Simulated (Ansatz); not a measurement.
# C₈H₁₆: one species, many methods

The task here is to estimate one member of a computed series from the others.

Computed with Ansatz 0.2.0, Gaussian basis. Level: functionals in def2-TZVPP, the program's frozen cores in correlated methods.

The runs, in order: LDA (SPW92), PBE-D4, revPBE-D4, BLYP-D4, r2SCAN-D4, B97M-V, PBE0-D4, B3LYP-D4, r2SCANh-D4, r2SCAN0-D4, HSE06-D4, BHLYP-D4, CAM-B3LYP-D4, LC-ωPBE, ωB97X-V, ωB97M-V, B2PLYP, PBE-QIDH; CCSD(T)/def2-SVP; CCSD(T)/def2-TZVPP; MP2/def2-QZVPP; extrapolation to the limit; RPA on PBE.

**Structure used throughout**

All runs share one geometry, relaxed beforehand with PBE0-D4 in a triple-zeta def2 set.

SMILES `C=C(C)C(CC)CC`, 24 atoms, charge 0, spin multiplicity 1.

Atoms are counted from 1 here; the program's logs count them from 0.

Bond lengths: C1–C2 1.329 Å, C1–H9 1.085 Å, C1–H10 1.085 Å, C2–C3 1.497 Å, C2–C4 1.509 Å, C3–H11 1.094 Å, C3–H12 1.094 Å, C3–H13 1.090 Å, C4–C5 1.531 Å, C4–C7 1.531 Å, C4–H14 1.098 Å, C5–C6 1.518 Å, C5–H15 1.095 Å, C5–H16 1.096 Å, C6–H17 1.092 Å, C6–H18 1.094 Å, C6–H19 1.092 Å, C7–C8 1.518 Å and more. Angles: C2–C1–H9 121.3°, C2–C1–H10 121.6°, H9–C1–H10 117.1°, C1–C2–C3 121.3°, C1–C2–C4 121.2°, C3–C2–C4 117.5°, C2–C3–H11 111.4°, C2–C3–H12 111.4°, C2–C3–H13 111.1°, H11–C3–H12 106.6°, H11–C3–H13 108.1°, H12–C3–H13 108.1°, C2–C4–C5 112.2°, C2–C4–C7 112.2°, C2–C4–H14 106.8°, C5–C4–C7 110.3°, C5–C4–H14 107.5°, C7–C4–H14 107.5° and more.

The first run:

File in.yaml:

```yaml
crystal:
  periodic: [false, false, false]
  atoms:
    - {symbol: C, position_ang: [0.597831, -1.088271, 1.796155]}
    - {symbol: C, position_ang: [-0.168488, -0.491042, 0.888807]}
    - {symbol: C, position_ang: [-1.655883, -0.430196, 1.046207]}
    - {symbol: C, position_ang: [0.429716, 0.150867, -0.338327]}
    - {symbol: C, position_ang: [0.163966, 1.657883, -0.390786]}
    - {symbol: C, position_ang: [0.683348, 2.418018, 0.815794]}
    - {symbol: C, position_ang: [-0.046630, -0.517081, -1.631258]}
    - {symbol: C, position_ang: [0.258944, -2.001725, -1.707148]}
    - {symbol: H, position_ang: [1.675776, -1.132124, 1.682599]}
    - {symbol: H, position_ang: [0.175107, -1.552418, 2.681093]}
    - {symbol: H, position_ang: [-2.011176, 0.604328, 1.080985]}
    - {symbol: H, position_ang: [-2.166315, -0.907710, 0.204160]}
    - {symbol: H, position_ang: [-1.974681, -0.928646, 1.962132]}
    - {symbol: H, position_ang: [1.516449, 0.008541, -0.273662]}
    - {symbol: H, position_ang: [0.630029, 2.049737, -1.301332]}
    - {symbol: H, position_ang: [-0.911545, 1.832651, -0.508555]}
    - {symbol: H, position_ang: [0.504140, 3.490804, 0.714314]}
    - {symbol: H, position_ang: [1.759907, 2.269018, 0.938492]}
    - {symbol: H, position_ang: [0.204559, 2.081645, 1.738316]}
    - {symbol: H, position_ang: [-1.123170, -0.350072, -1.750619]}
    - {symbol: H, position_ang: [0.429008, 0.000193, -2.471548]}
    - {symbol: H, position_ang: [-0.065764, -2.424019, -2.660824]}
    - {symbol: H, position_ang: [-0.237675, -2.554703, -0.906589]}
    - {symbol: H, position_ang: [1.332548, -2.185675, -1.608423]}
basis:
  gaussian: {orbitals: def2-TZVPP}
hamiltonian: {xc: lda}
output: {orbitals: {seedname: orbitals}}
```

Run with:

```console
> ansatz run in.yaml --threads 4 --pin off --events-out ev --progress --plain --max-ram 66560MiB --backend cuda --devices 0, --max-vram 37GiB
```

Steps of the session up to this table: LDA; PBE-D4 (GGA); revPBE-D4 (GGA); BLYP-D4 (GGA); r2SCAN-D4 (meta-GGA); B97M-V (meta-GGA); PBE0-D4 (hybrid); B3LYP-D4 (hybrid); r2SCANh-D4 (hybrid); r2SCAN0-D4 (hybrid); HSE06-D4 (hybrid); BHLYP-D4 (hybrid); CAM-B3LYP-D4 (range-separated); LC-ωPBE (range-separated); ωB97X-V (range-separated); ωB97M-V (range-separated); B2PLYP (double hybrid); PBE-QIDH (double hybrid).

One table of the session follows, with a row left open; its other results are not shown here.

It belongs to the step «Frontier levels by functional». 

```
  functional  HOMO (eV)  LUMO (eV)  gap (eV)
 LDA (SPW92)      -6.10      -0.74      5.36
      PBE-D4      -5.92      -0.51      5.42
   revPBE-D4      -5.85      -0.41      5.44
     BLYP-D4      -5.76      -0.37      5.39
   r2SCAN-D4      -6.09      -0.26      5.84
      B97M-V          ?          ?         ?
     PBE0-D4      -7.02       0.52      7.54
    B3LYP-D4      -6.80       0.29      7.09
  r2SCANh-D4      -6.51       0.11      6.63
  r2SCAN0-D4      -7.14       0.66      7.81
    HSE06-D4      -6.62       0.14      6.76
    BHLYP-D4      -7.97       1.63      9.60
CAM-B3LYP-D4      -8.34       1.65      9.99
     LC-ωPBE      -9.72       2.82     12.54
     ωB97X-V      -9.35       2.72     12.06
     ωB97M-V      -9.26       2.51     11.77
```

Estimate the missing values for B97M-V.

As computed: HOMO (eV): -6.14; LUMO (eV): -0.22; gap (eV): 5.92. In the column «HOMO (eV)» it lies between r2SCANh-D4 (-6.51) and LDA (SPW92) (-6.10).
